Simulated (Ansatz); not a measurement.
# P: the cost of one run

Program: Ansatz 0.2.0. Level of theory: DFT r2SCAN+rVV10, scalar-relativistic, plane waves, PAW, and further levels as typed in the inputs. These are calculated values, not measurements.

## (1) Starting point

It takes space group Pmna (No. 53, orthorhombic). Conventional cell: a = 3.347 Å, b = 18.131 Å, c = 4.376 Å, α = 90.00°, β = 90.00°, γ = 90.00°. P (site symmetry m) is surrounded by 3 P at 2.24 Å.

Structure file:

```
CELL_PARAMETERS angstrom
3.34674 0.00000 0.00000
0.00000 4.37630 0.00000
0.00000 0.00000 18.13081
ATOMIC_POSITIONS crystal
P 0.00000 0.08056 0.55876
P 0.00000 0.91944 0.44124
P 0.50000 0.58056 0.44124
P 0.50000 0.41944 0.55876
```

## (2) Relaxing the atoms: P4 sheet, no spin

input.yaml

```yaml
crystal:
  lattice:
    - [3.346736, 0.0, 0.0]
    - [0.0, 4.3763, 0.0]
    - [0.0, 0.0, 18.13080608]
  atoms:
    - { symbol: P, position: [0.0, 0.08056, 0.5587620338] }
    - { symbol: P, position: [0.0, 0.91944, 0.4412379662] }
    - { symbol: P, position: [0.5, 0.58056, 0.4412379662] }
    - { symbol: P, position: [0.5, 0.41944, 0.5587620338] }
  periodic: [true, true, false]
scf:
  occupations: { method: gaussian, width: 0.02 }
  n_extra_bands: 6
output:
  forces: true
  stress: false
  write_density: true
  write_potential: true
  elf: true
  volumetric_format: npy
kpoints:
  mp_grid: { grid: [10, 8, 1] }
hamiltonian:
  xc: r2scan
  dispersion: rvv10
relax:
  f_tol: 0.006
  max_steps: 100
```

Started as:

```console
$ ansatz run input.yaml --threads 8 --pin off --max-ram 26624MiB --backend cpu --events-out ev --progress --plain --runs-dir out
```

Q: Estimate wall time and peak memory on 8 threads of Intel Xeon Platinum 8488C (Sapphire Rapids), shared host.

About 32 s, with a peak of 2.1 GiB.
